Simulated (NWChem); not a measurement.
# CH3ClO2Si (SMILES ClC1O[SiH2]O1): levels of theory compared

Aim: a comparison of 4 runs (HF/def2-SVP, PBE0/cc-pVDZ, CAM-B3LYP/6-31G*, PBE0/def2-SVP) of CH3ClO2Si. 

Program for the calculation: NWChem 7.3.0.

## Step 1: The molecule

CH3ClO2Si: 8 atoms, total charge 0, spin state singlet. As SMILES, `ClC1O[SiH2]O1`. The coordinates come from a PBE0-D4/def2-TZVP relaxation.

Bond lengths: Cl1–C2 1.787 Å, C2–O3 1.403 Å, O3–Si4 1.674 Å, C2–O5 1.403 Å, Si4–O5 1.674 Å, C2–H6 1.090 Å, Si4–H7 1.478 Å, Si4–H8 1.479 Å. Some angles: Cl1–C2–O3 111.5°, Cl1–C2–O5 111.5°, O3–C2–O5 102.3°, C2–O3–Si4 88.1°, O3–Si4–O5 81.5°, C2–O5–Si4 88.1°, Cl1–C2–H6 106.1°, O3–C2–H6 112.7°, O5–C2–H6 112.8°, O3–Si4–H7 114.7°.

## Step 2: Energy and gradient at HF/def2-SVP (run 1)

Contents of test.nw:

```
start test
memory total 2200 mb

geometry units angstrom noautosym nocenter noautoz
 Cl   -2.195900    0.509700    0.974400
 C    -0.524200    0.766600    0.397600
 O     0.378500   -0.100700    1.032000
 Si    0.716100   -0.757900   -0.470600
 O    -0.384400    0.408700   -0.952100
 H    -0.298600    1.817300    0.580700
 H     2.098700   -0.537900   -0.945700
 H     0.301900   -2.163000   -0.672100
end

basis spherical bse
 * library def2-SVP
end

scf
 thresh 1e-08
 maxiter 80
 print medium
end

task scf gradient
```

Run with:

```sh
$ nwchem test.nw > test.out
```

Log:

```text
[...]
  functions       =    93
[...]
  wavefunction    = RHF
[...]
         Total SCF energy =   -937.420878238050
      One-electron energy =  -1892.835585141431
      Two-electron energy =    655.289352642149
 Nuclear repulsion energy =    300.125354261233
        Time for solution =     10.8s
[...]
                         RHF ENERGY GRADIENTS
    atom               coordinates                        gradient
                 x          y          z           x          y          z
   1 Cl     -4.149649   0.963193   1.841349   -0.003682   0.000159   0.001455
   2 C      -0.990594   1.448664   0.751355    0.002709  -0.003216  -0.001900
   3 O       0.715261  -0.190295   1.950197    0.012678  -0.011122   0.015869
   4 Si      1.353233  -1.432223  -0.889305   -0.012228   0.014853   0.008529
   5 O      -0.726411   0.772331  -1.799208   -0.002299  -0.001120  -0.022994
   6 H      -0.564272   3.434199   1.097364   -0.000278   0.004624   0.001303
   7 H       3.965968  -1.016484  -1.787114    0.004361   0.000876  -0.001450
   8 H       0.570508  -4.087477  -1.270085   -0.001260  -0.005054  -0.000812
[...]
```

Run time: 16 s. Hardware: 1 thread of AMD EPYC 9R14 (Zen 4), shared host; peak memory 0.1 GiB.

## Step 3: Energy and forces at PBE0/cc-pVDZ (run 2)

Contents of mymol.nw:

```
start mymol
title "CH3ClO2Si"
memory total 2200 mb
geometry units angstroms noautosym nocenter noautoz
   Cl   -2.195900    0.509700    0.974400
   C    -0.524200    0.766600    0.397600
   O     0.378500   -0.100700    1.032000
   Si    0.716100   -0.757900   -0.470600
   O    -0.384400    0.408700   -0.952100
   H    -0.298600    1.817300    0.580700
   H     2.098700   -0.537900   -0.945700
   H     0.301900   -2.163000   -0.672100
end
basis spherical bse
   * library cc-pVDZ
end
dft
   xc pbe0
   grid fine
   convergence energy 1e-08
   maxiter 100
   mulliken
   print low
end
task dft gradient
```

Run with:

```sh
$ nwchem mymol.nw > mymol.out
```

Log:

```text
[...]
 d= 0,ls=0.0,diis     1   -939.4622767816 -1.24D+03  1.51D-02  1.30D+00     5.7
[...]
 d= 0,ls=0.0,diis    10   -939.6134900204 -9.42D-10  1.79D-07  1.54D-10    41.1
         Total DFT energy =     -939.613490020414
      One electron energy =    -1894.060337974849
           Coulomb energy =      726.874158531653
    Exchange-Corr. energy =      -72.552664838450
 Nuclear repulsion energy =      300.125354261233
[...]
                         DFT ENERGY GRADIENTS
    atom               coordinates                        gradient
                 x          y          z           x          y          z
   1 Cl     -4.149649   0.963193   1.841349    0.004504   0.000864  -0.001511
   2 C      -0.990594   1.448664   0.751355   -0.000124   0.000624   0.000179
   3 O       0.715261  -0.190295   1.950197    0.004400  -0.009084  -0.021967
   4 Si      1.353233  -1.432223  -0.889305   -0.020704   0.026974   0.014903
   5 O      -0.726411   0.772331  -1.799208    0.015742  -0.016653   0.007619
   6 H      -0.564272   3.434199   1.097364   -0.000935  -0.006158  -0.001215
   7 H       3.965968  -1.016484  -1.787114   -0.004604  -0.001109   0.001487
   8 H       0.570508  -4.087477  -1.270085    0.001721   0.004542   0.000505
 Task  times  cpu:       66.2s     wall:       66.2s
 Total times  cpu:       66.2s     wall:       66.2s
```

It took 67 s on 1 thread of AMD EPYC 9R14 (Zen 4), shared host; peak memory 0.12 GiB.

Run 3 isn't shown in full; the table further down has it.

## Step 4: Energy and gradient at PBE0/def2-SVP (run 4)

Contents of struct.nw:

```
START struct
TITLE "CH3ClO2Si PBE0"
memory total 2200 mb
charge 0

GEOMETRY noautosym nocenter noautoz
 Cl      -2.195900       0.509700       0.974400
 C       -0.524200       0.766600       0.397600
 O        0.378500      -0.100700       1.032000
 Si       0.716100      -0.757900      -0.470600
 O       -0.384400       0.408700      -0.952100
 H       -0.298600       1.817300       0.580700
 H        2.098700      -0.537900      -0.945700
 H        0.301900      -2.163000      -0.672100
END

BASIS spherical bse
 * library def2-SVP
END

DFT
 xc pbe0
 grid fine
 convergence energy 1e-08
 iterations 100
 mulliken
END

TASK dft gradient
```

Run with:

```sh
$ nwchem struct.nw > struct.out
```

Log:

```text
[...]
          Wavefunction type:  closed shell.
          No. of atoms     :     8
          No. of electrons :    56
[...]
          Charge           :     0
          Spin multiplicity:     1
[...]
          AO basis - number of functions:    93
[...]
              XC Information
              --------------
                         PBE0 Method XC Functional
                     Hartree-Fock (Exact) Exchange  0.250
          PerdewBurkeErnzerhof Exchange Functional  0.750
            Perdew 1991 LDA Correlation Functional  1.000 local
           PerdewBurkeErnz. Correlation Functional  1.000 non-local
[...]
 d= 0,ls=0.0,diis     1   -939.0733840159 -1.24D+03  1.72D-02  1.31D+00     1.5
[...]
 d= 0,ls=0.0,diis    10   -939.2257450558 -9.42D-10  1.74D-07  1.05D-10    12.3
         Total DFT energy =     -939.225745055823
      One electron energy =    -1893.528970669323
           Coulomb energy =      726.690318736700
    Exchange-Corr. energy =      -72.512447384432
 Nuclear repulsion energy =      300.125354261233
[...]
      Total Density - Mulliken Population Analysis
     ---------------------------------------------
    Atom       Charge   Shell Charges
 -----------   ------   -------------------------------------------------------
    1 Cl  17    17.14   2.00  1.99  1.26  0.71  5.93  2.15  3.07  0.03
    2 C    6     5.60   1.99  0.96  0.04  1.94  0.56  0.12
    3 O    8     8.44   1.99  1.08  0.74  2.86  1.75  0.01
    4 Si  14    13.30   2.00  1.98  1.02  0.14  5.93  1.23  0.60  0.41
    5 O    8     8.44   1.99  1.08  0.74  2.86  1.75  0.01
    6 H    1     0.91   0.75  0.14  0.02
    7 H    1     1.08   0.74  0.33  0.01
    8 H    1     1.08   0.74  0.33  0.01
[...]
  wavefunction    = closed shell
[...]
```

Wall time 18 s (1 thread of AMD EPYC 9R14 (Zen 4), shared host); peak memory 0.12 GiB.

## Step 5: All runs side by side

```
run                                   level  iteration cap  module  energy (Eh)  dipole moment (D)  HOMO energy (eV)  LUMO energy (eV)  wall time
  1                             HF/def2-SVP             80     scf  -937.420878               2.58            -12.20              2.96       16 s
  2                            PBE0/cc-pVDZ            100     dft  -939.613490                  –                 –                 –       67 s
  3  CAM-B3LYP/6-31G* (spherical functions)            100     dft  -939.992527               2.58            -10.01              0.41       62 s
  4                           PBE0/def2-SVP            100     dft  -939.225745               2.35             -8.66             -0.58       18 s
```

## Step 6: Summary of results

| quantity | value |
| --- | --- |
| run 4: total energy | -939.22575 Eh |
| run 4: dipole moment | 2.35 D |
| run 4: HOMO energy | -8.66 eV |
| run 4: LUMO energy | -0.58 eV |
| run 4: HOMO–LUMO gap | 8.07 eV |
| run 4: largest force on an atom | 1.087 eV/Å |

In words: Over runs 1, 3, 4 the dipole moment (its size) runs from 2.35 D (PBE0/def2-SVP) to 2.58 D (HF/def2-SVP). Over runs 1, 3, 4 the HOMO–LUMO gap runs from 8.07 eV (PBE0/def2-SVP) to 15.16 eV (HF/def2-SVP). Exact exchange widens orbital gaps. Totals of different functionals can't be ranked against each other. All runs together took 2.7 min, the longest 67 s.
